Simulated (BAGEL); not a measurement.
**C2HF3O2 (trifluoroacetic acid) at HF/STO-3G (density fitting with cc-pvqz-jkfit)**

What is the vertical singlet–triplet gap of C2HF3O2 (trifluoroacetic acid) at HF/STO-3G (density fitting with cc-pvqz-jkfit)? 

Program for the calculation: BAGEL 1.2.2.

2 further runs of the same task are left out: 2 set aside as unsound or not needed. Runs told in other sessions of the task aren't counted.

### 1 The molecule

C2HF3O2 has 8 atoms, charge 0, and is taken as a singlet. SMILES: `O=C(O)C(F)(F)F`. Geometry: relaxed at PBE0-D4/def2-TZVP. This is one conformer, not always the lowest.

Bond lengths: O1–C2 1.191 Å, C2–O3 1.327 Å, C2–C4 1.545 Å, C4–F5 1.320 Å, C4–F6 1.332 Å, C4–F7 1.332 Å, O3–H8 0.968 Å. Angles: O1–C2–O3 126.5°, O1–C2–C4 123.5°, O3–C2–C4 109.9°, C2–C4–F5 110.3°, C2–C4–F6 110.3°, C2–C4–F7 110.3°, F5–C4–F6 108.7°, F5–C4–F7 108.7°, F6–C4–F7 108.4°, C2–O3–H8 107.7°.

### 2 The energy at HF/STO-3G (density fitting with cc-pvqz-jkfit)

input.json

```json
{ "bagel" : [

{
  "title" : "molecule",
  "basis" : "sto-3g",
  "df_basis" : "cc-pvqz-jkfit",
  "angstrom" : true,
  "geometry" : [
    { "atom" : "O", "xyz" : [    1.701390,   -0.309410,    0.229740 ] },
    { "atom" : "C", "xyz" : [    0.511460,   -0.349980,    0.214300 ] },
    { "atom" : "O", "xyz" : [   -0.253260,   -1.304740,    0.729890 ] },
    { "atom" : "C", "xyz" : [   -0.371350,    0.741370,   -0.431300 ] },
    { "atom" : "F", "xyz" : [    0.382180,    1.695120,   -0.946090 ] },
    { "atom" : "F", "xyz" : [   -1.180850,    1.279960,    0.479630 ] },
    { "atom" : "F", "xyz" : [   -1.119800,    0.216820,   -1.400730 ] },
    { "atom" : "H", "xyz" : [    0.330230,   -1.969150,    1.124540 ] }
  ]
},
{
  "title" : "hf"
},
{
  "title" : "print",
  "file" : "orbitals.molden",
  "orbitals" : true
}

]}
```

Launch:

```
$ BAGEL_NUM_THREADS=1 BAGEL input.json > input.out
```

The program printed:

```text
* using 1 threads per process

  ===============================================================
  ===============================================================

  *** Geometry ***

  { "atom" : "O", "xyz" : [      3.215161,     -0.584700,      0.434146 ] },
  { "atom" : "C", "xyz" : [      0.966519,     -0.661366,      0.404968 ] },
  { "atom" : "O", "xyz" : [     -0.478592,     -2.465601,      1.379292 ] },
  { "atom" : "C", "xyz" : [     -0.701750,      1.400986,     -0.815039 ] },
  { "atom" : "F", "xyz" : [      0.722216,      3.203313,     -1.787851 ] },
  { "atom" : "F", "xyz" : [     -2.231483,      2.418774,      0.906369 ] },
  { "atom" : "F", "xyz" : [     -2.116115,      0.409730,     -2.646996 ] },
  { "atom" : "H", "xyz" : [      0.624044,     -3.721154,      2.125073 ] },

  Number of auxiliary basis functions:      793

  Since a DF basis is specified, we compute 2- and 3-index integrals:
    o Being stored without compression. Storage requirement is 0.008 GB

  Number of basis functions:       36
  Number of electrons      :       56

    * METHOD: MOLECULE                             0.59

  *** RHF ***

  === Nuclear Repulsion ===
   338.0997957664

      * DIIS with orbital gradients will be used.

  === RHF iteration (sto-3g) ===
      0       -516.82659487          0.03018284           0.07
      1       -517.07537267          0.01700014           0.07
      2       -517.16067778          0.00282672           0.07
      3       -517.16484982          0.00097802           0.07
      4       -517.16578037          0.00024850           0.08
      5       -517.16585274          0.00008301           0.07
      6       -517.16586033          0.00002247           0.07
      7       -517.16586082          0.00000582           0.07
      8       -517.16586085          0.00000106           0.07
      9       -517.16586085          0.00000035           0.07
     10       -517.16586085          0.00000014           0.07
     11       -517.16586085          0.00000005           0.07
     12       -517.16586085          0.00000002           0.07
     13       -517.16586085          0.00000001           0.07
    * SCF iteration converged.

    * Permanent dipole moment:
           (   -0.041529,     0.545642,    -0.309954) a.u.

    * METHOD: HF                                   1.15

    * METHOD: PRINT                                0.00

  ===============================================================
```

Wall time 1.9 s (1 thread of Arm Neoverse V2, shared host); peak memory 0.091 GiB.

### 3 The triplet at the same level

calc.json

```json
{ "bagel" : [

{
  "title" : "molecule",
  "basis" : "sto-3g",
  "df_basis" : "cc-pvqz-jkfit",
  "angstrom" : true,
  "geometry" : [
    { "atom" : "O", "xyz" : [    1.701390,   -0.309410,    0.229740 ] },
    { "atom" : "C", "xyz" : [    0.511460,   -0.349980,    0.214300 ] },
    { "atom" : "O", "xyz" : [   -0.253260,   -1.304740,    0.729890 ] },
    { "atom" : "C", "xyz" : [   -0.371350,    0.741370,   -0.431300 ] },
    { "atom" : "F", "xyz" : [    0.382180,    1.695120,   -0.946090 ] },
    { "atom" : "F", "xyz" : [   -1.180850,    1.279960,    0.479630 ] },
    { "atom" : "F", "xyz" : [   -1.119800,    0.216820,   -1.400730 ] },
    { "atom" : "H", "xyz" : [    0.330230,   -1.969150,    1.124540 ] }
  ]
},
{
  "title" : "uhf",
  "nopen" : 2
},
{
  "title" : "print",
  "file" : "orbitals.molden",
  "orbitals" : true
}

]}
```

Launch:

```
$ BAGEL_NUM_THREADS=1 BAGEL calc.json > calc.out
```

The program printed:

```text
* using 1 threads per process

  ===============================================================
  ===============================================================

  *** Geometry ***

  { "atom" : "O", "xyz" : [      3.215161,     -0.584700,      0.434146 ] },
  { "atom" : "C", "xyz" : [      0.966519,     -0.661366,      0.404968 ] },
  { "atom" : "O", "xyz" : [     -0.478592,     -2.465601,      1.379292 ] },
  { "atom" : "C", "xyz" : [     -0.701750,      1.400986,     -0.815039 ] },
  { "atom" : "F", "xyz" : [      0.722216,      3.203313,     -1.787851 ] },
  { "atom" : "F", "xyz" : [     -2.231483,      2.418774,      0.906369 ] },
  { "atom" : "F", "xyz" : [     -2.116115,      0.409730,     -2.646996 ] },
  { "atom" : "H", "xyz" : [      0.624044,     -3.721154,      2.125073 ] },

  Number of auxiliary basis functions:      793

  Since a DF basis is specified, we compute 2- and 3-index integrals:
    o Being stored without compression. Storage requirement is 0.008 GB

  Number of basis functions:       36
  Number of electrons      :       56

    * METHOD: MOLECULE                             0.58

  *** Open-shell HF ***

  === Nuclear Repulsion ===
   338.0997957664

      * DIIS with orbital gradients will be used.

  === UHF iteration (sto-3g) ===
      0       -516.69712471          0.05219982           0.15
      1       -516.96762562          0.02155343           0.14
      2       -517.02425211          0.00851925           0.15
      3       -517.03638264          0.00356263           0.15
      4       -517.04295593          0.00107549           0.15
      5       -517.04341590          0.00066362           0.15
      6       -517.04374674          0.00038194           0.15
      7       -517.04387253          0.00017215           0.15
      8       -517.04389537          0.00006504           0.14
      9       -517.04389982          0.00002505           0.15
     10       -517.04390084          0.00000817           0.15
     11       -517.04390096          0.00000284           0.15
     12       -517.04390097          0.00000100           0.15
     13       -517.04390097          0.00000046           0.15
     14       -517.04390097          0.00000020           0.15
     15       -517.04390097          0.00000009           0.14
     16       -517.04390097          0.00000004           0.15
     17       -517.04390097          0.00000002           0.15
     18       -517.04390097          0.00000001           0.15
    * SCF iteration converged.

    * S^2 (UHF) is 2.0052

    * Permanent dipole moment:
           (   -0.476412,     0.500947,    -0.298790) a.u.

    * METHOD: UHF                                  2.92

    * METHOD: PRINT                                0.00

  ===============================================================
```

It took 3.9 s on 1 thread of Arm Neoverse V2, shared host; peak memory 0.092 GiB.

### 4 Outcome

Level: HF/STO-3G (density fitting with cc-pvqz-jkfit).

| quantity | value |
| --- | --- |
| singlet: total energy | -517.16586 Eh |
| singlet: dipole moment | 1.60 D |
| singlet: HOMO energy | -9.74 eV |
| singlet: LUMO energy | 7.44 eV |
| singlet: HOMO–LUMO gap | 17.18 eV |
| triplet: total energy | -517.04390 Eh |
| triplet: dipole moment | 1.91 D |
| triplet: ⟨S²⟩ | 2.005 |
| vertical energy of the triplet above the singlet | 3.319 eV |

What this shows: At this shape the triplet lies 3.32 eV (320 kJ/mol) above the singlet. In a minimal basis such a difference can be off by several eV, whatever the method.
